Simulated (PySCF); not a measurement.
**CsCl: basis, grid and Hamiltonian**

Aim: see how much the energy and properties of CsCl depend on the numerical set-up.

Computed with PySCF 2.14.0. Level: method and basis as typed in the scripts.

4 further runs of the same task are left out: 1 for a known fault of the program, 3 that didn't finish.

### Step 1. The system as given

CsCl: 2 atoms, charge 0, spin multiplicity 1.

Bond lengths: Cs1–Cl2 2.953 Å.

### Step 2. The base run

input.py reads:

```python
from pyscf import gto, dft

mol = gto.M(
    atom='Cs 0 0 0; Cl 0 0 2.953',
    basis='lanl2dz',
    ecp={'Cs': 'lanl2dz', 'Cl': 'lanl2dz'},
    charge=0,
    spin=0,
    verbose=4,
)
mf = dft.RKS(mol, xc='tpss')
mf.kernel()
mf.dip_moment()
print('orbital energies (hartree):', mf.mo_energy[..., max(0, mol.nelec[1]-3):mol.nelec[0]+3].round(4))
```

Launch:

```bash
$ OMP_NUM_THREADS=1 python input.py
```

The log of this run is left out.

It gives: E(SCF) = -34.882709 Eh, 9 cycles, μ = 11.81 D.

The bond length is a typed value, not an optimised one.

### Step 3. Cc-pvdz-dk (core potential off, X2C on)

Variant 1 changes basis set: lanl2dz → cc-pvdz-dk; core potential: on → off; spin-free X2C: off → on. The core potential changes with it: totals don't compare.

input.py reads:

```python
from pyscf import gto, dft

mol = gto.M(
    atom='Cs 0 0 0; Cl 0 0 2.953',
    basis='cc-pvdz-dk',
    charge=0,
    spin=0,
    verbose=4,
)
mf = dft.RKS(mol, xc='tpss')
mf = mf.sfx2c1e()
mf.kernel()
mf.dip_moment()
print('orbital energies (hartree):', mf.mo_energy[..., max(0, mol.nelec[1]-3):mol.nelec[0]+3].round(4))
```

Launch:

```bash
$ OMP_NUM_THREADS=1 python input.py
```

### Step 4. Integration grid (99, 590)

Variant 2 changes integration grid: default → (99, 590).

Edit input.py of step 2 so:

```diff
@@ -11,2 +11,3 @@
 mf = dft.RKS(mol, xc='tpss')
+mf.grids.atom_grid = (99, 590)
 mf.kernel()
```

### Step 5. Jorge-dzp-dkh (core potential off, X2C on)

Variant 3 changes basis set: lanl2dz → jorge-dzp-dkh; core potential: on → off; spin-free X2C: off → on. The core potential changes with it: totals don't compare.

Edit input.py of step 2 so:

```diff
@@ -4,4 +4,3 @@
     atom='Cs 0 0 0; Cl 0 0 2.953',
-    basis='lanl2dz',
-    ecp={'Cs': 'lanl2dz', 'Cl': 'lanl2dz'},
+    basis='jorge-dzp-dkh',
     charge=0,
@@ -11,2 +10,3 @@
 mf = dft.RKS(mol, xc='tpss')
+mf = mf.sfx2c1e()
 mf.kernel()
```

### Step 6. Integration grid 2

Variant 4 changes integration grid: default → 2.

Edit input.py of step 2 so:

```diff
@@ -11,2 +11,3 @@
 mf = dft.RKS(mol, xc='tpss')
+mf.grids.level = 2
 mf.kernel()
```

Before running it: what results should come out? Wanted: for each run, E(SCF); from base; gap; SCF dipole.

**Answer**, as computed:

```tsv
run	E(SCF) (hartree)	from base (eV)	cycles	gap (eV)	SCF dipole (D)	functions
base	-34.882709	0	9	1.87	11.81	20
cc-pvdz-dk (core potential off, X2C on)	-8247.487445	not comparable	9	3.02	10.32	63
integration grid (99, 590)	-34.882719	-0.0003	9	1.87	11.81	20
jorge-dzp-dkh (core potential off, X2C on)	-8245.404237	not comparable	9	2.30	12.26	65
integration grid 2	-34.882756	-0.0013	9	1.87	11.81	20
```

In words: The largest comparable shift of the SCF energy, -0.00128 eV, comes with the run “integration grid 2”. The dearest run is “cc-pvdz-dk (core potential off, X2C on)”, at 7.4 s against 1.4 s.
